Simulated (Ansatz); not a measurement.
**CH3F2GaS: how energies converge with the basis set**

The task here is to estimate one member of a computed series from the others.

Program: Ansatz 0.2.0, Gaussian basis. Level of theory: one geometry, several basis sets. These are calculated values, not measurements.

Levels to be run: PBE0-D4/def2-SVP; ωB97M-V/def2-SVP; PBE0-D4/def2-QZVPP; ωB97M-V/def2-QZVPP; the functionals' def2-TZVPP values are taken from earlier runs.

### The geometry

All runs share one geometry, relaxed beforehand with PBE0-D4 in a triple-zeta def2 set.

SMILES `C[S][Ga]([F])[F]`, 8 atoms, charge 0, spin multiplicity 1.

Atoms are counted from 1 here; the program's logs count them from 0.

Bond lengths: C1–S2 1.824 Å, C1–H6 1.087 Å, C1–H7 1.089 Å, C1–H8 1.088 Å, S2–Ga3 2.159 Å, Ga3–F4 1.745 Å, Ga3–F5 1.738 Å. Angles: S2–C1–H6 111.5°, S2–C1–H7 105.5°, S2–C1–H8 111.3°, H6–C1–H7 109.2°, H6–C1–H8 110.1°, H7–C1–H8 109.2°, C1–S2–Ga3 100.1°, S2–Ga3–F4 121.2°, S2–Ga3–F5 124.4°, F4–Ga3–F5 114.4°.

Set-up of the first run:

Contents of in.yaml:

```yaml
crystal:
  periodic: [false, false, false]
  atoms:
    - {symbol: C, position_ang: [-0.493918, -0.835999, 1.001404]}
    - {symbol: S, position_ang: [0.777904, 0.471511, 0.985806]}
    - {symbol: Ga, position_ang: [0.685090, 1.063497, -1.088010]}
    - {symbol: F, position_ang: [-0.409097, 0.286088, -2.202707]}
    - {symbol: F, position_ang: [1.661049, 2.315313, -1.795058]}
    - {symbol: H, position_ang: [-0.262081, -1.625938, 0.290951]}
    - {symbol: H, position_ang: [-0.477729, -1.246283, 2.010557]}
    - {symbol: H, position_ang: [-1.481219, -0.428189, 0.797056]}
basis:
  gaussian: {orbitals: def2-SVP}
hamiltonian: {xc: pbe0, dispersion: d4}
output: {orbitals: {seedname: orbitals}}
```

Command:

```console
ansatz run in.yaml --threads 4 --pin off --events-out ev --progress --plain --max-ram 10444MiB
```

Steps of the session up to this table: PBE0-D4 in def2-SVP; ωB97M-V in def2-SVP; PBE0-D4 in def2-QZVPP; ωB97M-V in def2-QZVPP.

One of the session's tables, all rows but one given; the rest of the session is left out.

It belongs to the step «Functionals by basis». 

```
functional       basis  HOMO (eV)
   PBE0-D4    def2-SVP      -7.80
   PBE0-D4  def2-TZVPP      -7.88
   PBE0-D4  def2-QZVPP      -7.90
   ωB97M-V    def2-SVP          ?
   ωB97M-V  def2-TZVPP     -10.06
   ωB97M-V  def2-QZVPP     -10.10
```

**Question.** Estimate the row for ωB97M-V, def2-SVP.

As computed: HOMO (eV): -9.95. In the column «HOMO (eV)» it lies between ωB97M-V, def2-TZVPP (-10.06) and PBE0-D4, def2-QZVPP (-7.90).
